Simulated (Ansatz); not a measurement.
# Ce3Ni2B2N3: the cost of one run

Program: Ansatz 0.2.0. Level of theory: reference: DFT r2SCAN, plane waves, PAW, scalar-relativistic, no spin polarisation. These are calculated values, not measurements.

### Step 1. The structure to begin with

The structure is tetragonal, space group I4/mmm (No. 139). Conventional cell: a = 3.615 Å, b = 3.615 Å, c = 20.474 Å, α = 90.00°, β = 90.00°, γ = 90.00°. B (site symmetry 4mm) is surrounded by 1 N at 1.71 Å and 4 Ni at 2.10 Å. N (site symmetry 4mm) is surrounded by 1 B at 1.71 Å and 1 Ce at 2.34 Å. Around Ce (site symmetry 4mm) lie 5 N at 2.57 to 2.60 Å and 4 B at 2.94 Å. N (site symmetry 4/mmm) has 6 Ce at 2.56 to 2.60 Å as nearest neighbours. Ce (site symmetry 4/mmm) is surrounded by 6 N at 2.34 to 2.56 Å. Ni (site symmetry -4m2) has 4 B at 2.10 Å as nearest neighbours.

As a file:

```
B N Ce Ni
1.0
     0.00000    3.61545    0.00000
     3.61545    0.00000    0.00000
     1.80773    1.80773  -10.23707
B N Ce Ni
2 3 3 2
Direct
  0.19767 0.19767 0.60466
  0.80233 0.80233 0.39534
  0.11431 0.11431 0.77138
  0.88569 0.88569 0.22862
  0.50000 0.50000 0.00000
  0.37306 0.37306 0.25388
  0.62694 0.62694 0.74612
  0.00000 0.00000 0.00000
  0.25000 0.75000 0.50000
  0.75000 0.25000 0.50000
```

### Step 2. Baseline

Input file input.yaml:

```yaml
crystal:
  lattice:
    - [0.0, 3.615453, 0.0]
    - [3.615453, 0.0, 0.0]
    - [1.807726, 1.807726, -10.23707]
  atoms:
    - { symbol: B, position: [0.19767, 0.19767, 0.60466] }
    - { symbol: B, position: [0.80233, 0.80233, 0.39534] }
    - { symbol: "N", position: [0.11431, 0.11431, 0.77138] }
    - { symbol: "N", position: [0.88569, 0.88569, 0.22862] }
    - { symbol: Ce, position: [0.37306, 0.37306, 0.25388] }
    - { symbol: Ce, position: [0.62694, 0.62694, 0.74612] }
    - { symbol: "N", position: [0.5, 0.5, 0.0] }
    - { symbol: Ce, position: [0.0, 0.0, 0.0] }
    - { symbol: Ni, position: [0.25, 0.75, 0.5] }
    - { symbol: Ni, position: [0.75, 0.25, 0.5] }
  symmetry: { tolerance: 0.0003 }
kpoints:
  mp_grid: { grid: [5, 5, 5], shift: [0, 0, 0] }
magnetization:
  spin_polarized: false
scf:
  occupations: { method: fermi_dirac }
hamiltonian:
  pseudopotentials: { kind: paw }
  xc: r2scan
basis:
  ecutwfc: 500
output:
  forces: true
  stress: true
  eigenvalues: true
  write_density: true
  write_potential: true
  elf: true
  volumetric_format: npy
```

Launch:

```bash
$ ansatz run input.yaml --threads 1 --pin off --max-ram 2560MiB --backend cpu --events-out ev --progress --plain --runs-dir out
```

**Question.** How long does this run take on 1 thread of AMD EPYC 9R45 (Zen 5), shared host, and how much memory does it need?

About 48 s, with a peak of 0.73 GiB.
